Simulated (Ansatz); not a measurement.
# C2HGe (doublet): relaxing a cheap start

Where does this start of C2HGe (doublet) end when it is relaxed?

Program: Ansatz 0.2.0, Gaussian basis. Level of theory: UKS PBE0/def2-TZVP. These are calculated values, not measurements.

### Step 1. The system as given

4 atoms, charge 0, spin multiplicity 2.

Atoms are counted from 1 here; the program's logs count them from 0.

Bond lengths: C1–C2 1.219 Å, C1–H4 1.054 Å, C2–Ge3 1.899 Å. Angles: C2–C1–H4 180.0°, C1–C2–Ge3 180.0°.

As a file:

```xyz
4
C2HGe
C     0.0000    0.0000   -0.8206
C     0.0000    0.0000    0.3984
Ge    0.0000    0.0000    2.2972
H     0.0000    0.0000   -1.8750
```

The start was built by rule and, where that kept it together, relaxed with GFN2-xTB. Sticks and bond lists go by distance. No spin-orbit coupling is included. 

### Step 2. The run

The input, in.yaml:

```yaml
crystal:
  periodic: [false, false, false]
  atoms:
    - {symbol: C, position_ang: [0.000000, 0.000000, -0.820577]}
    - {symbol: C, position_ang: [0.000000, 0.000000, 0.398360]}
    - {symbol: Ge, position_ang: [0.000000, 0.000000, 2.297184]}
    - {symbol: H, position_ang: [0.000000, 0.000000, -1.874966]}
basis:
  gaussian: {orbitals: def2-TZVP}
magnetization: {spin_polarized: true, initial_magnetization: 1}
hamiltonian: {xc: pbe0}
relax: {f_tol: 0.004, max_steps: 80}
```

Launch:

```sh
$ ansatz run in.yaml --threads 1 --pin off --events-out ev --progress --plain --max-ram 2176MiB
```

**Question.** What will these runs give? Wanted: energy gained; shift from the start; total energy; dipole moment; ⟨S²⟩.

As calculated:

```
                  quantity           value
                     steps               3
             energy gained        0.003 eV
shift from the start (rms)         0.006 Å
              total energy  -58596.0199 eV
             dipole moment          0.50 D
                      ⟨S²⟩           0.760
```

The bonds of the start are those of the end. C1–H4 went from 1.054 to 1.067 Å. No vibrations were run, so this is a stationary point, not a proven minimum, and this spin need not be the ground state's.
